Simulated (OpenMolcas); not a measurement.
**Ti³⁺ with 6 ligands (fluoride): CASSCF and CASPT2 levels and susceptibility**

Which state of Ti³⁺ lies lowest among these ligands, how large is the field, and what χT follows?

The numbers are computed with OpenMolcas 26.06 (state-averaged CASSCF and CASPT2, spin-orbit coupling by RASSI with atomic mean-field integrals), except any that are marked as measured or tabulated.

### Step 1. The system

| Item | Value |
| --- | --- |
| Species | Ti³⁺ (titanium, Z = 22, 19 electrons) |
| Basis | ANO-RCC-VTZP [6s5p3d2f1g], 143 functions with the ligands |
| Scalar Hamiltonian | DKH2, point nucleus |
| Inactive shells | 1s 2s 2p 3s 3p of the metal, and all ligand shells |
| Active space | 1 electron in 5 orbitals (3d) |
| Some configurations of this space | 3d |
| Orbitals | optimised for each spin and parity, averaged over all roots |

Outer shells as boxes (Hund's rule):

3d
```
3d [↑ ][  ][  ][  ][  ]
```

Ti³⁺ is taken with 6 ligands (fluoride) in octahedron coordination (Oh) at 1.98 Å. A charge of +0.5 e stands 2.6 Å behind each ligand. Ligand basis ANO-RCC-VDZP. The distances are assumed, not relaxed.

```xyz
7

Ti    0.0000    0.0000    0.0000
F     1.9800    0.0000    0.0000
F     0.0000    1.9800    0.0000
F    -1.9800    0.0000    0.0000
F     0.0000   -1.9800    0.0000
F     0.0000    0.0000    1.9800
F     0.0000    0.0000   -1.9800
```

Each step is its own input file, run in one work folder so that later steps find the files of earlier ones. Labels, J, g values, rates, χT and fits are worked out afterwards by a script from the matrices that RASSI stores. The input lists half of the charges; inversion (Group=XYZ) makes the rest.

### Step 2. Basis and integrals

The input, a.inp:

```
&GATEWAY
Coord
7

Ti 0.0 0.0 0.0
F 1.980000 0.000000 0.000000
F 0.000000 1.980000 0.000000
F -1.980000 0.000000 0.000000
F 0.000000 -1.980000 0.000000
F 0.000000 0.000000 1.980000
F 0.000000 0.000000 -1.980000
Basis=Ti.ANO-RCC-VTZP,F.ANO-RCC-VDZP
Group=XYZ
NoMove
AngMom=0.0 0.0 0.0
AMFI
RICD
XField
3 Angstrom 0
4.580000 0.000000 0.000000 0.500000
0.000000 4.580000 0.000000 0.500000
0.000000 0.000000 4.580000 0.500000
&SEWARD
```

Launch:

```sh
OMP_NUM_THREADS=1 MOLCAS_MEM=2457 MOLCAS_PROJECT=a pymolcas a.inp > a.log
```

Output:

```text
Basis set label: TI.ANO-RCC...6S5P3D2F1G.

      Electronic valence basis set:
      ------------------
      Associated Effective Charge  22.000000 au
      Associated Actual Charge     22.000000 au
      Nuclear Model: Point charge

      Shell  nPrim  nBasis  Cartesian Spherical Contaminant
         s      21       6        X
         p      15       5        X
         d      10       3                 X
         f       6       2                 X
         g       4       1                 X
                  Relativistic Douglas-Kroll-Hess integrals:
                    - DKH order of Hamiltonian: 2
                    - DKH order of Properties : 0
                  Atomic mean-field integrals
```

### Step 3. Reference wave functions, doublets of even parity, 5 roots

The input, a.inp:

```
&RASSCF
FileOrb=start.orb
Symmetry=1
Spin=2
nActEl=1 0 0
Inactive=18 21
Ras2=5 0
CIRoot=5 5 1
SDav=5
CIMx=300
Iter=150 100
PrWF=0.3
OrbListing=Nothing
MaxOrb=0
LevShft=1.0
>>> COPY $Project.JobIph JOB001
```

Launch:

```sh
OMP_NUM_THREADS=1 MOLCAS_MEM=2457 MOLCAS_PROJECT=a pymolcas a.inp > a.log
```

start.orb holds start orbitals that the driver prepared beforehand, or those of the step before.

Output, cut to the lines that bear on the results:

```text
[...]
      Number of active orbitals                  5
[...]
      Spin quantum number                      0.5
[...]
      Active orbitals                            5   0
[...]
      Number of CSFs                             5
      Number of root(s) required                 5
[...]
      Convergence after 14 iterations
[...]
      Natural orbitals and occupation numbers for root  1
      sym 1:   0.000000   1.000000  -0.000000  -0.000000   0.000000
      Natural orbitals and occupation numbers for root  2
      sym 1:   0.000000  -0.000000  -0.000000   1.000000   0.000000
      Natural orbitals and occupation numbers for root  3
      sym 1:   1.000000  -0.000000  -0.000000  -0.000000  -0.000000
::    RASSCF root number  1 Total energy:  -1451.30013997
::    RASSCF root number  2 Total energy:  -1451.30013997
::    RASSCF root number  3 Total energy:  -1451.30013997
::    RASSCF root number  4 Total energy:  -1451.23037330
::    RASSCF root number  5 Total energy:  -1451.23037330
```

### Step 4. State interaction with spin-orbit coupling

The input, a.inp:

```
&RASSI
NrOfJobIphs=1 5
1 2 3 4 5
IphNames
JOB001
EJob
SpinOrbit
DIPRint=1.0
SOCoupling=1000.0
Subsets=2
Property=9
'ANGMOM' 1 'ANGMOM' 2 'ANGMOM' 3 'MLTPL  1' 1 'MLTPL  1' 2 'MLTPL  1' 3
'AMFI' 1 'AMFI' 2 'AMFI' 3
SOProperty=3
'ANGMOM' 1 'ANGMOM' 2 'ANGMOM' 3
```

Output, cut to the lines that bear on the results:

```text
SPIN-FREE ENERGIES:
  (Shifted by EMIN (a.u.) =      -1451.3001399711)
 SF State       Relative EMIN(au)   Rel lowest level(eV)    D:o, cm**(-1)
     1             0.0000000000        0.0000000000              0.0000
     2             0.0000000000        0.0000000000              0.0000
     3             0.0000000000        0.0000000000              0.0000
     4             0.0697666665        1.8984477080          15312.0134
     5             0.0697666665        1.8984477080          15312.0134
     Dipole printing threshold changed to   1.00000000E+00
Eigenvalues of complex Hamiltonian:
   -----------------------------------
  (Shifted by EMIN (a.u.) =      -1451.3001399711)
 SO State       Relative EMIN(au)   Rel lowest level(eV)    D:o, cm**(-1)
     1            -0.0003369105        0.0000000000              0.0000
     2            -0.0003369105        0.0000000000              0.0000
     3            -0.0003369105        0.0000000000              0.0000
     4            -0.0003369105        0.0000000000              0.0000
     5             0.0006571370        0.0270494085            218.1682
     6             0.0006571370        0.0270494085            218.1682
     7             0.0697750084        1.9078425055          15387.7876
     8             0.0697750084        1.9078425055          15387.7876
     9             0.0697750084        1.9078425055          15387.7876
    10             0.0697750084        1.9078425055          15387.7876
Weights of the five most important spin-orbit-free states for each spin-orbit state.
[...]
```

These steps: 9.7 s of run time, 1 thread of Arm Neoverse V1, shared host.

Spin-free states, with their symmetry labels:

```tsv
state	degeneracy	E (cm-1)
2T2	3	0
2E	2	15312
```

With spin-orbit coupling:

| E (cm-1) | Degeneracy | Label | 2S+1 | g |
| --- | --- | --- | --- | --- |
| 0.0 | 4 | Γ8 | 2 |  |
| 218.2 | 2 | Γ7 | 2 | 1.96 1.96 1.96 |
| 15388 | 4 | Γ8 | 2 |  |

Principal g values are given for doublets only; a zero marks a field direction without first-order Zeeman splitting.

Powder χT (cm³ K/mol): 0.00 at 2 K, 0.01 at 5 K, 0.02 at 10 K, 0.05 at 20 K, 0.12 at 50 K, 0.23 at 100 K, 0.31 at 150 K, 0.37 at 200 K, 0.42 at 250 K, 0.45 at 300 K.

A ligand-field fit to the states below 45000 cm-1 gives 10Dq = 15312 cm-1, the gap between the two states.

The orbitals of the open shell are 89 to 96 % metal; the Mulliken charge of the metal is +2.14 e.

### Step 5. CASPT2: IPEA 0.25, imaginary shift 0.1 (closed shells correlated: 3s 3p of the metal, with ligand shells; the Frozen line counts the rest)

The input, a.inp:

```
>>> COPY JOB001 $Project.JobIph
&CASPT2
Multistate=5 1 2 3 4 5
NoMult
Frozen=5 6
IPEA=0.25
Imaginary=0.1
MaxIter=60
WThr=0.0 0.3 0.05
PrWF=0.5
NoMix
```

Output:

```text
Orbital specifications:
      -----------------------

      Symmetry species                           1   2
                                                ag  au
      Frozen orbitals                            5   6
      Inactive orbitals                         13  15
      Active orbitals                            5   0
      Secondary orbitals                        49  50
      Deleted orbitals                           0   0
      Number of basis functions                 72  71
Type of calculation                        SS-CASPT2
      Fock operator                              state-specific
      IPEA shift                                 0.25
      Real shift                                 0.00
      Imaginary shift                            0.10
      The input orbitals will be transformed to quasi-canonical
Reference energy:       -1451.3001399711
      E2 (Non-variational):      -1.6421027577
      Shift correction:          -0.0011384424
      E2 (Variational):          -1.6432412001
      Total energy:           -1452.9433811713
      Residual norm:              0.0000000947
      Reference weight:           0.71937
      Contributions to the CASPT2 correlation energy
      Active & Virtual Only:         -0.0000000008
      One Inactive Excited:          -0.0670661274
      Two Inactive Excited:          -1.5750366295
Reference energy:       -1451.3001399711
      E2 (Non-variational):      -1.6421026692
      Shift correction:          -0.0011384422
      E2 (Variational):          -1.6432411114
      Total energy:           -1452.9433810825
      Residual norm:              0.0000000947
      Reference weight:           0.71937
      Contributions to the CASPT2 correlation energy
      Active & Virtual Only:         -0.0000000008
      One Inactive Excited:          -0.0670660349
      Two Inactive Excited:          -1.5750366336
::    CASPT2 Root  1     Total energy:  -1452.94338117
::    CASPT2 Root  2     Total energy:  -1452.94338108
::    CASPT2 Root  3     Total energy:  -1452.94338540
::    CASPT2 Root  4     Total energy:  -1452.87028448
::    CASPT2 Root  5     Total energy:  -1452.87027163
```

This run took 16 s in all on 1 thread of Arm Neoverse V1, shared host.

SS-CASPT2: lowest energy less the reference's lowest, -1.6432 hartree; reference weights 0.719 to 0.720.

States without spin-orbit coupling:

```tsv
state	degeneracy	E (cm-1)
2T2	3	0
2E	2	16045
```

With spin-orbit coupling:

```tsv
E (cm-1)	Degeneracy	Label	2S+1	g
0	4	Γ8	2	
220	2	Γ7	2	1.96 1.96 1.96
16120	4	Γ8	2
```

Powder χT (cm³ K/mol): 0.00 at 2 K, 0.01 at 5 K, 0.02 at 10 K, 0.05 at 20 K, 0.12 at 50 K, 0.23 at 100 K, 0.31 at 150 K, 0.37 at 200 K, 0.42 at 250 K, 0.45 at 300 K.

A ligand-field fit to the states below 45000 cm-1 gives 10Dq = 16045 cm-1, the gap between the two states.

### Step 6. The methods side by side

A. CASSCF
B. SS-CASPT2, IPEA 0.25, imaginary shift 0.1 (closed shells correlated: 3s 3p of the metal, with ligand shells; the Frozen line counts the rest)

```tsv
method	ground state	first state of that spin (cm-1)	first gap with spin-orbit (cm-1)	χT at 300 K
A	2T2	2E 15310	218.2	0.45
B	2T2	2E 16040	218.1	0.45
```

### Step 7. Summary of results

| quantity | value |
| --- | --- |
| method | SS-CASPT2, IPEA 0.25, imaginary shift 0.1 (closed shells correlated: 3s 3p of the metal, with ligand shells; the Frozen line counts the rest) |
| spin-free ground state | 2T2, 3-fold in its orbital part |
| first state of the same spin within the active space | 2E at 16000 cm⁻¹ |
| lowest level | 4-fold Γ8 |
| next level | 218.1 cm⁻¹ |
| χT at 300 K | 0.45 cm³ K/mol |
| effective moment at 300 K | 1.89 μB |

Cost by method:

```tsv
method	time of its own steps	time with the reference
A. CASSCF	9.7 s	9.7 s
B. SS-CASPT2, IPEA 0.25, imaginary shift 0.1, +3s 3p	16 s	26 s
```

Times are of one thread on a shared host.

**Reading.** The spin-free ground state (2T2) is 3-fold and keeps the highest spin of the shell. χT at 300 K is 0.45, against 0.38 cm³ K/mol for the spin alone, so orbital moment adds to it. A ligand-field fit to the states below 45000 cm-1 gives 10Dq = 16045 cm-1, the gap between the two states.
